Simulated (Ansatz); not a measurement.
**HfIn4SiO6 under changes of volume**

One of the cells (19.254 Å³/atom); the others are scaled copies at fixed shape and fractional positions:

```
Hf In Si O
1.0
     5.69867    0.00381    0.01559
    -0.70506    6.10815   -0.00575
    -2.73718   -1.39557    6.63076
Hf In Si O
1 4 1 6
Direct
  0.11793 0.01556 0.13292
  0.38842 0.99901 0.72891
  0.75865 0.00842 0.49586
  0.23461 0.48841 0.53300
  0.59649 0.48211 0.20528
  0.86778 0.44029 0.85544
  0.55316 0.38738 0.79290
  0.93454 0.38483 0.65596
  0.98414 0.26218 0.00347
  0.99083 0.69806 0.98452
  0.08665 0.06493 0.39374
  0.48680 0.10883 0.21799
```

The cell was built by a generator and needn't be a form met in nature.

- Program: Ansatz 0.2.0
- Functional: PBE
- Potentials or basis: Ansatz PAW
- Cutoff: 420 eV (not typed: the program's choice for these potentials)
- k mesh: 5 × 5 × 4
- Occupations: fermi-dirac, width 0.05 eV
- Spin: no spin polarisation

| volume (Å³/atom) | energy over the lowest point (meV/atom) | pressure (GPa) | gap on the mesh (eV) | largest force (eV/Å) |
| --- | --- | --- | --- | --- |
| 18.099 | 20.79 | 6.1 | 0.77 | 1.012 |
| 18.484 | 8.91 | 3.8 | 0.81 | 0.650 |
| 18.869 | 2.15 | 1.8 | 0.85 | 0.313 |
| 19.254 | 0.00 | 0.0 | 0.89 | 0.006 |
| 19.640 | 1.96 | -1.6 | 0.93 | 0.293 |
| 20.025 | 7.65 | -3.1 | 0.97 | 0.566 |
| 20.410 | ? | ? | ? | ? |

Question: What does the run at 20.410 Å³/atom give?

Answer: Energy over the lowest point 16.66 meV/atom; pressure -4.4 GPa; gap on the mesh 1.02 eV; largest force 0.821 eV/Å.

Worked out: A Birch-Murnaghan fit of order 3 (a polynomial in V^(-2/3)) to the other rows has its minimum at 19.26 Å³/atom with B0 = V·E''(V) = 86 GPa and B' = 4.4 at fixed shape and positions, which overstates the stiffness. It gives 16.66 meV/atom at 20.410 Å³/atom, against the run's 16.66, and -dE/dV = -4.4 GPa, against -4.4. A straight line through the other rows of the gap, of slope 1.98 eV per unit of ln V, extrapolates to 1.01 eV, against the run's 1.02.

Energies are extrapolated to zero smearing.

Caveats: odd divisions of the mesh miss points on the zone boundary, where band edges often lie, so the gap on the mesh can be too wide; spin-orbit coupling is left out, which moves the levels of the heavy elements; forces of over 1 eV/Å show positions far from the minimum, so gaps and moduli don't describe the material at rest (some runs).

A mesh can miss the band edges.
